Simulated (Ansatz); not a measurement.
# C2H5Sn: the cost of one run

Computed with Ansatz 0.2.0, Gaussian basis. Level: single points with forces in def2-TZVPP.

Levels: PBE-D4, r2SCAN-D4, PBE0-D4, wB97M-V, Hartree-Fock, MP2, CCSD, CCSD(T). Each coordinate is moved by a Gaussian draw of the width named (0.7 of it for atoms other than hydrogen): 0.06, 0.12, 0.02, 0.09 Å.

Correlated methods freeze the cores. Filled d shells of the heavier atoms are correlated. Core potentials replace the inner electrons past krypton, and spin-orbit coupling is left out.

30 further runs of the same task are left out: 30 set aside as unsound or not needed.

**1. The system as given**

SMILES `[CH+]=[CH][SnH3]`, 8 atoms, charge 1, spin multiplicity 1.

Atoms are counted from 1 here; the program's logs count them from 0.

Bond lengths: C1–C2 1.213 Å, C1–H4 1.062 Å, C2–H5 1.060 Å, Sn3–H6 1.683 Å, Sn3–H7 1.683 Å, Sn3–H8 1.683 Å. Angles: C2–C1–H4 170.0°, C1–C2–H5 173.2°, H6–Sn3–H7 118.5°, H6–Sn3–H8 118.9°, H7–Sn3–H8 118.5°.

As a file:

```
atom    x (Å)    y (Å)    z (Å)
  C1  -0.9759   0.3966  -0.9705
  C2   0.1372   0.4895  -1.4424
 Sn3   0.4009  -0.4190   1.1416
  H4  -2.0086   0.3768  -0.7222
  H5   1.0540   0.6114  -1.9607
  H6  -0.3087   0.7981   2.0623
  H7   2.0518  -0.3303   0.8287
  H8  -0.3506  -1.9231   1.0632
```

**2. Finding the minimum**

relax/in.yaml reads:

```yaml
crystal:
  periodic: [false, false, false]
  atoms:
    - {symbol: C, position_ang: [-0.975860, 0.396570, -0.970450]}
    - {symbol: C, position_ang: [0.137160, 0.489550, -1.442400]}
    - {symbol: Sn, position_ang: [0.400900, -0.418970, 1.141610]}
    - {symbol: H, position_ang: [-2.008640, 0.376790, -0.722210]}
    - {symbol: H, position_ang: [1.054040, 0.611400, -1.960740]}
    - {symbol: H, position_ang: [-0.308730, 0.798060, 2.062330]}
    - {symbol: H, position_ang: [2.051750, -0.330260, 0.828660]}
    - {symbol: H, position_ang: [-0.350620, -1.923140, 1.063190]}
basis:
  gaussian: {orbitals: def2-TZVP}
total_charge: 1
hamiltonian: {xc: pbe0, dispersion: d4}
relax: {f_tol: 0.005, max_steps: 200}
```

The run is started by

```sh
> ansatz run in.yaml --threads 2 --pin off --events-out ev --progress --plain --max-ram 4352MiB
```

**Question.** How long does this run take on 2 threads of Intel Xeon 6975P-C, shared host, and how much memory does it need?

About 12 s, with a peak of 0.31 GiB.
